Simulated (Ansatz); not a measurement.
Wanted: the native input for an Ansatz 0.2.0 run.

| Item | Value |
| --- | --- |
| Task | relaxation of cell and atoms |
| Functional | RPBE |
| Potentials or basis | Ansatz PAW |
| Cutoff | 420 eV (not typed: the program's choice for these potentials) |
| k mesh | 10 × 10 × 10 |
| Occupations | fermi-dirac, width 0.05 eV |
| Spin | no spin polarisation |

HfB:

```xyz
2
Lattice="0.0000 2.3100 2.3100 2.3100 0.0000 2.3100 2.3100 2.3100 0.0000" Properties=species:S:1:pos:R:3 pbc="T T T"
Hf    2.3100    2.3100    2.3100
B     0.0000    0.0000    0.0000
```

These files were run (other wordings do the same):

input.yaml

```yaml
crystal:
  lattice:
    - [0.0, 2.31, 2.31]
    - [2.31, 0.0, 2.31]
    - [2.31, 2.31, 0.0]
  atoms:
    - { symbol: Hf, position: [0.5, 0.5, 0.5] }
    - { symbol: B, position: [0.0, 0.0, 0.0] }
hamiltonian:
  xc: rpbe
  pseudopotentials: { kind: paw }
kpoints:
  mp_grid: { grid: [10, 10, 10] }
scf:
  occupations: { method: fermi_dirac, width: 0.05 }
output:
  forces: true
  stress: true
  eigenvalues: true
relax:
  f_tol: 0.01
  max_steps: 40
  cell: { stress_tol: 0.05 }
```

Potentials or basis: Ansatz PAW.

Command:

```console
$ ansatz run input.yaml --threads 2 --pin off --max-ram 5632MiB --backend cpu --events-out ev --progress --plain --runs-dir out
```

Results of the run:

```
Relaxed volume                         : 14.41 Å³/atom
Relaxed cell                           : a = 3.441 Å, b = 3.441 Å, c = 3.441 Å, α = 60.00°, β = 60.00°, γ = 60.00°
Space group after relaxing (to 0.05 Å) : Fm-3m (No. 225)
Energy gained by relaxing              : 192.1 meV/atom
Ionic steps                            : 7
Pressure after relaxing                : 0.0 GPa
Band gap on the k mesh                 : none (metal or under the smearing width)
```

Caveat: the volume moved by over 15 % at a fixed basis, so the end points are rough; the plane-wave basis is chosen anew once the cell has moved, so the energies of steps on either side of that aren't comparable; the PAW data sets come from PBE, with cores solved anew for the run's functional, which leaves a small shift of forces and pressure.

It took 5 s on 2 threads of Arm Neoverse V2 (shared host), peak memory 0.32 GiB.
